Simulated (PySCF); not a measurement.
# Solver options tried on Sr

The same problem is solved with other solver options, one edit a run.

Method: each script names its method and basis; program: PySCF 2.14.0.

### Step 1. The atom

Sr: 1 atom, charge 0, spin multiplicity 1.

### Step 2. The base run

Input file input.py:

```python
from pyscf import gto, scf, mcscf

mol = gto.M(
    atom='Sr 0 0 0',
    basis='x2c-tzvpall',
    charge=0,
    spin=0,
    verbose=4,
)
mf = scf.RHF(mol)
mf = mf.sfx2c1e()
mf.kernel()
mc = mcscf.CASCI(mf, 5, 4)
mc.kernel()
mc.analyze()
mf.dip_moment()
print('orbital energies (hartree):', mf.mo_energy[..., max(0, mol.nelec[1]-3):mol.nelec[0]+3].round(4))
```

Run with:

```bash
OMP_NUM_THREADS=1 python input.py
```

The log of this run is left out.

It gives: E(SCF) = -3177.348356 Eh, 6 cycles, E(CAS) − E(SCF) = -0.01044 Eh.

### Step 3. Damping 0.2

Run 1 changes damping: none → 0.2.

Input file input.py:

```python
from pyscf import gto, scf, mcscf

mol = gto.M(
    atom='Sr 0 0 0',
    basis='x2c-tzvpall',
    charge=0,
    spin=0,
    verbose=4,
)
mf = scf.RHF(mol)
mf = mf.sfx2c1e()
mf.damp = 0.2
mf.diis_start_cycle = 8
mf.kernel()
mc = mcscf.CASCI(mf, 5, 4)
mc.kernel()
mc.analyze()
mf.dip_moment()
print('orbital energies (hartree):', mf.mo_energy[..., max(0, mol.nelec[1]-3):mol.nelec[0]+3].round(4))
```

Run with:

```bash
OMP_NUM_THREADS=1 python input.py
```

### Step 4. Damping 0.8

Run 2 changes damping: none → 0.8.

input.py: that of step 2 with these lines changed.

```diff
@@ -11,2 +11,4 @@
 mf = mf.sfx2c1e()
+mf.damp = 0.8
+mf.diis_start_cycle = 8
 mf.kernel()
```

### Step 5. Initial guess hcore

Run 3 changes initial guess: minao → hcore.

input.py: that of step 2 with these lines changed.

```diff
@@ -11,2 +11,3 @@
 mf = mf.sfx2c1e()
+mf.init_guess = 'hcore'
 mf.kernel()
```

### Step 6. Damping 0.5

Run 4 changes damping: none → 0.5.

input.py: that of step 2 with these lines changed.

```diff
@@ -11,2 +11,4 @@
 mf = mf.sfx2c1e()
+mf.damp = 0.5
+mf.diis_start_cycle = 8
 mf.kernel()
```

**Question.** What will these runs give? Wanted: for each run, E(SCF); from base; gap; after the SCF.

**Answer**, as computed:

```csv
run,E(SCF) (hartree),from base (eV),cycles,gap (eV),after the SCF
base,-3177.348356,0,6,5.55,CASCI correlation -0.284 eV
damping 0.2,-3177.348356,0.0000,9,5.55,CASCI correlation -0.284 eV
damping 0.8,-3177.348356,0.0000,12,5.55,CASCI correlation -0.284 eV
initial guess hcore,-3177.348356,0.0000,12,5.55,CASCI correlation -0.284 eV
damping 0.5,-3177.348356,0.0000,11,5.55,CASCI correlation -0.284 eV
```

Distance from each run's final energy (log10 hartree) by cycle:

```csv
run,cycle 1,cycle 2,cycle 3,cycle 5,cycle 8,cycle 12
base,-4.4,-5.4,-6.3,-9.9,done,done
damping 0.2,-4.4,-5.2,-5.8,-7.1,-9.2,done
damping 0.8,-4.4,-4.6,-4.7,-5.0,-6.2,-11.0
initial guess hcore,2.3,1.4,0.8,-1.8,-4.4,-10.7
damping 0.5,-4.4,-4.8,-5.2,-5.9,-7.5,done
```

What this shows: The SCF energy stays the same, to the digits that matter, with damping 0.2 or damping 0.8 or initial guess hcore or damping 0.5. The base needs 6 cycles and the run with damping 0.8 needs 12.
